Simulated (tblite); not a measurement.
# C6H8BrFSi: the cost of one run

Computed with tblite 0.8.0 and PySCF 2.14.0, with density-fitted response routines of our own, on a single molecule in the gas phase. Atoms count from 0, in the outputs and in this text.

## 1. Starting geometry

17 atoms, charge 0, multiplicity 1; geometry from: force field or distance geometry start.

Bonds of the start (Å): C0–C1 1.21, C1–C2 1.46, C2–C3 1.56, C3–C4 1.54, C4–Br5 1.96, C4–C6 1.54, C6–Si7 1.92, Si7–F8 1.60, Si7–C2 1.94, C0–H9 1.05, C2–H10 1.09, C3–H11 1.09, C3–H12 1.10, C4–H13 1.10, C6–H14 1.09, C6–H15 1.10, Si7–H16 1.49.

## 2. Geometry optimisation with GFN2-xTB

What the job is given:

```
{"job": {"kind": "relax", "xc": "GFN2-xTB", "basis": "xTB"}, "charge": 0, "multiplicity": 1}
C      3.379500    -0.058200     0.067000
C      2.189600    -0.202900     0.246600
C      0.764900    -0.412100     0.490700
C      0.030100    -0.878600    -0.808800
C     -1.477700    -0.614000    -0.662900
Br    -2.314300    -1.938700     0.507700
C     -1.705100     0.811000    -0.131500
Si    -0.201700     1.186400     1.007000
F      0.524800     2.490700     0.443500
H      4.410300     0.082700    -0.094900
H      0.607200    -1.146800     1.284300
H      0.405800    -0.337700    -1.671400
H      0.238800    -1.944500    -0.977400
H     -1.984500    -0.751200    -1.630700
H     -1.682700     1.535900    -0.951600
H     -2.654900     0.928100     0.420000
H     -0.537100     1.261800     2.452600
```

Run with:

```console
OMP_NUM_THREADS=1 python probes_run.py task.json out
```

The driver reads the jobs from task.json and runs them one after another.

Q: Estimate the wall time and peak memory of this first job on 1 thread of Intel Xeon at 2.50GHz, shared host.

About 2.5 s, with a peak of 0.18 GiB.
